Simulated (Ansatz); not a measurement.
# Ag3Au: the cost of one run

Program: Ansatz 0.2.0. Level of theory: DFT PBEsol, scalar-relativistic, plane waves, PAW. These are calculated values, not measurements.

## 1. The structure to begin with

Symmetry: Pm-3m, No. 221, cubic system. The conventional cell has a = 4.111 Å, b = 4.111 Å, c = 4.111 Å, α = 90.00°, β = 90.00°, γ = 90.00°. Ag (site symmetry 4/mmm) is surrounded by 8 Ag at 2.91 Å and 4 Au at 2.91 Å. Around Au (site symmetry m-3m) lie 12 Ag at 2.91 Å.

As a file:

```cif
data_structure
_symmetry_space_group_name_H-M 'P 1'
_symmetry_Int_Tables_number 1
_cell_length_a 4.1111
_cell_length_b 4.1111
_cell_length_c 4.1111
_cell_angle_alpha 90.000
_cell_angle_beta 90.000
_cell_angle_gamma 90.000
_cell_volume 69.48
loop_
_atom_site_label
_atom_site_type_symbol
_atom_site_fract_x
_atom_site_fract_y
_atom_site_fract_z
_atom_site_occupancy
Ag1 Ag 0.50000 0.00000 0.50000 1
Ag2 Ag 0.00000 0.50000 0.50000 1
Ag3 Ag 0.50000 0.50000 0.00000 1
Au1 Au 0.00000 0.00000 0.00000 1
```

The structure comes from the Materials Project (structure only).

## 2. The base run

Contents of input.yaml:

```yaml
crystal:
  lattice:
    - [4.1110932, 0.0, 0.0]
    - [0.0, 4.1110932, 0.0]
    - [0.0, 0.0, 4.1110932]
  atoms:
    - { symbol: Ag, position: [0.5, 0.0, 0.5] }
    - { symbol: Ag, position: [0.0, 0.5, 0.5] }
    - { symbol: Ag, position: [0.5, 0.5, 0.0] }
    - { symbol: Au, position: [0.0, 0.0, 0.0] }
basis:
  ecutwfc: 420
  fft_grid_basis: typed
kpoints:
  mp_grid: { grid: [8, 8, 8] }
hamiltonian:
  xc: pbesol
  pseudopotentials: { kind: paw }
scf:
  occupations: { method: gaussian, width: 0.05 }
output:
  forces: true
  stress: true
  eigenvalues: true
  bader: true
  write_density: true
  volumetric_format: npy
  elf: true
```

Run with:

```console
> ansatz run input.yaml --threads 1 --pin off --max-ram 2560MiB --backend cpu --events-out ev --progress --plain --runs-dir out
```

Q: Estimate wall time and peak memory on 1 thread of Arm Neoverse N1, shared host.

About 27 s, with a peak of 0.38 GiB.
